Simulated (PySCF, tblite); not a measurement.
**C5H4BFO2: geometry, infrared bands and NMR shifts**

What infrared bands and NMR shifts should C5H4BFO2 (`C#C[B@H-]1OC=C(F)C=[O+]1`) show?

Programs: tblite 0.8.0 and PySCF 2.14.0, with density-fitted response routines of our own. Each step states its level of theory. These are calculated values for one molecule in the gas phase, unless marked as measured. Atoms count from 0, in the outputs and in this text.

## Step 1: Starting geometry

13 atoms, charge 0, multiplicity 1; geometry from: force field or distance geometry start.

Bonds of the start (Å): C0–C1 1.22, C1–B2 1.54, B2–O3 1.46, O3–C4 1.37, C4–C5 1.32, C5–F6 1.35, C5–C7 1.47, C7–O8 1.23, O8–B2 1.46, C0–H9 1.06, B2–H10 1.23, C4–H11 1.08, C7–H12 1.10.

## Step 2: Geometry optimisation with GFN2-xTB

The job: settings as JSON, then the geometry in Å.

```
{"job": {"kind": "relax", "xc": "GFN2-xTB", "basis": "xTB"}, "charge": 0, "multiplicity": 1}
C      3.188000    -0.293100     0.119400
C      2.065500    -0.015400    -0.278400
B      0.648900     0.343100    -0.769700
O     -0.148600    -0.871300    -0.950200
C     -1.331500    -1.079200    -0.284300
C     -1.854300    -0.183900     0.530900
F     -3.023500    -0.389800     1.168900
C     -1.072000     1.043600     0.715100
O      0.002300     1.277200     0.154300
H      4.156100    -0.539600     0.476300
H      0.737200     0.922500    -1.848900
H     -1.871100    -2.004700    -0.453600
H     -1.501300     1.791000     1.402500
```

Launch:

```console
> OMP_NUM_THREADS=1 python probes_run.py task.json out
```

One launch serves the whole session: the jobs run in the order shown.

**Question.** This job is followed by: GFN2-xTB harmonic vibrations, gas phase; GIAO PBE0/pcSseg-1 NMR shielding, non-relativistic, gas phase. Predict these results of the whole session: strongest single infrared mode (GFN2-xTB); zero-point energy (GFN2-xTB); ¹³C shifts against TMS (PBE0/pcSseg-1, means over atoms taken as alike); ¹H shifts against TMS (PBE0/pcSseg-1, means over atoms taken as alike); ¹¹B shifts against BF3·OEt2 (PBE0/pcSseg-1); ¹⁷O shifts against H2O (PBE0/pcSseg-1, means over atoms taken as alike); ¹⁹F shifts against CFCl3 (PBE0/pcSseg-1).

The runs gave:

| quantity | value |
| --- | --- |
| strongest single infrared mode (GFN2-xTB) | 1434 cm⁻¹, 764 km/mol |
| zero-point energy (GFN2-xTB) | 49.8 kcal/mol |
| ¹³C shifts against TMS (PBE0/pcSseg-1, means over atoms taken as alike) | 177.8, 155.2, 97.0, 93.3 ppm |
| ¹H shifts against TMS (PBE0/pcSseg-1, means over atoms taken as alike) | 8.25, 4.01, 1.79 ppm |
| ¹¹B shifts against BF3·OEt2 (PBE0/pcSseg-1) | -3.4 ppm |
| ¹⁷O shifts against H2O (PBE0/pcSseg-1, means over atoms taken as alike) | 265.3 ppm |
| ¹⁹F shifts against CFCl3 (PBE0/pcSseg-1) | -206.3 ppm |

In words: The optimisation took 61 steps and gained 0.671 eV; among the close pairs (by a distance rule), O3–C4 changed most, from 1.373 to 1.258 Å. All 33 modes are real, so the xTB geometry is a minimum. The strongest single mode, at 1434 cm⁻¹, has its largest shares on C7, C4 and C5 (the list is cut at 3 atoms). Unscaled tight-binding wavenumbers are off by several per cent, some by more. Its intensities can rank the bands wrongly. C4, C7 (mean) (alkene carbon bearing oxygen) lies farthest downfield among carbon, at 177.8 ppm; an sp2 carbon further deshielded by the attached heteroatom. At PBE0/pcSseg-1: Shielding is most anisotropic at O3, O8 (span 475 ppm, paramagnetic term -327 ppm).
